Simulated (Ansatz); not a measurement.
**ClH₃SSi₂: up Jacob's ladder to CCSD(T)**

An exercise on one series of results from a longer session: the logs are not shown, and one member is left open.

The runs use Ansatz 0.2.0, Gaussian basis; functionals in def2-TZVPP, the program's frozen cores in correlated methods.

Plan: LDA (SPW92), PBE-D4, revPBE-D4, BLYP-D4, r2SCAN-D4, B97M-V, PBE0-D4, B3LYP-D4, r2SCANh-D4, r2SCAN0-D4, HSE06-D4, BHLYP-D4, CAM-B3LYP-D4, LC-ωPBE, ωB97X-V, ωB97M-V, B2PLYP, PBE-QIDH; CCSD(T)/def2-SVP; CCSD(T)/def2-TZVPP; MP2/def2-QZVPP; extrapolation to the limit; RPA on PBE.

### The relaxed structure

The geometry comes from an earlier relaxation with PBE0-D4 in a triple-zeta def2 set; it is a stationary point, not always the lowest conformer.

SMILES `Cl[SiH]1[SiH2]S1`, 7 atoms, charge 0, spin multiplicity 1.

Atoms are counted from 1 here; the program's logs count them from 0.

Bond lengths: Cl1–Si2 2.047 Å, Si2–Si3 2.238 Å, Si2–S4 2.129 Å, Si2–H5 1.476 Å, Si3–S4 2.166 Å, Si3–H6 1.481 Å, Si3–H7 1.482 Å. Angles: Cl1–Si2–Si3 121.9°, Cl1–Si2–S4 116.7°, Cl1–Si2–H5 107.8°, Si3–Si2–S4 59.4°, Si3–Si2–H5 126.3°, S4–Si2–H5 115.8°, Si2–Si3–S4 57.8°, Si2–Si3–H6 121.1°, Si2–Si3–H7 123.8°, S4–Si3–H6 114.7°, S4–Si3–H7 114.9°, H6–Si3–H7 112.0°, Si2–S4–Si3 62.8°.

Set-up of the first run:

File in.yaml:

```yaml
crystal:
  periodic: [false, false, false]
  atoms:
    - {symbol: Cl, position_ang: [-2.567150, 0.858745, 0.246590]}
    - {symbol: Si, position_ang: [-0.763378, 0.414670, -0.612213]}
    - {symbol: Si, position_ang: [0.836138, -0.689417, 0.497023]}
    - {symbol: S, position_ang: [0.937222, 1.445724, 0.147560]}
    - {symbol: H, position_ang: [-0.938499, 0.458712, -2.077277]}
    - {symbol: H, position_ang: [0.655589, -1.075860, 1.915215]}
    - {symbol: H, position_ang: [1.901379, -1.480675, -0.162498]}
basis:
  gaussian: {orbitals: def2-TZVPP}
hamiltonian: {xc: lda}
output: {orbitals: {seedname: orbitals}}
```

Started as:

```
> ansatz run in.yaml --threads 2 --pin off --events-out ev --progress --plain --max-ram 4352MiB
```

Among the steps run: LDA; PBE-D4 (GGA); revPBE-D4 (GGA); BLYP-D4 (GGA); r2SCAN-D4 (meta-GGA); B97M-V (meta-GGA); B3LYP-D4 (hybrid); r2SCANh-D4 (hybrid); r2SCAN0-D4 (hybrid); HSE06-D4 (hybrid); BHLYP-D4 (hybrid); CAM-B3LYP-D4 (range-separated); LC-ωPBE (range-separated); ωB97X-V (range-separated); ωB97M-V (range-separated); B2PLYP (double hybrid); PBE-QIDH (double hybrid).

One of the session's tables, all rows but one given; the rest of the session is left out.

It belongs to the step «Frontier levels by functional». 

| functional | HOMO (eV) | gap (eV) |
| --- | --- | --- |
| LDA (SPW92) | -6.46 | 4.60 |
| PBE-D4 | -6.35 | 4.70 |
| revPBE-D4 | -6.30 | 4.75 |
| BLYP-D4 | -6.18 | 4.68 |
| r2SCAN-D4 | -6.58 | 5.22 |
| B97M-V | ? | ? |
| PBE0-D4 | -7.39 | 6.60 |
| B3LYP-D4 | -7.17 | 6.20 |
| r2SCANh-D4 | -6.96 | 5.89 |
| r2SCAN0-D4 | -7.53 | 6.91 |
| HSE06-D4 | -7.00 | 5.84 |
| BHLYP-D4 | -8.29 | 8.45 |
| CAM-B3LYP-D4 | -8.58 | 8.85 |
| LC-ωPBE | -9.86 | 11.25 |
| ωB97X-V | -9.54 | 10.84 |
| ωB97M-V | -9.33 | 10.36 |

Estimate the missing values for B97M-V.

As computed: HOMO (eV): -6.63; gap (eV): 5.19. In the column «HOMO (eV)» it lies between r2SCANh-D4 (-6.96) and r2SCAN-D4 (-6.58).
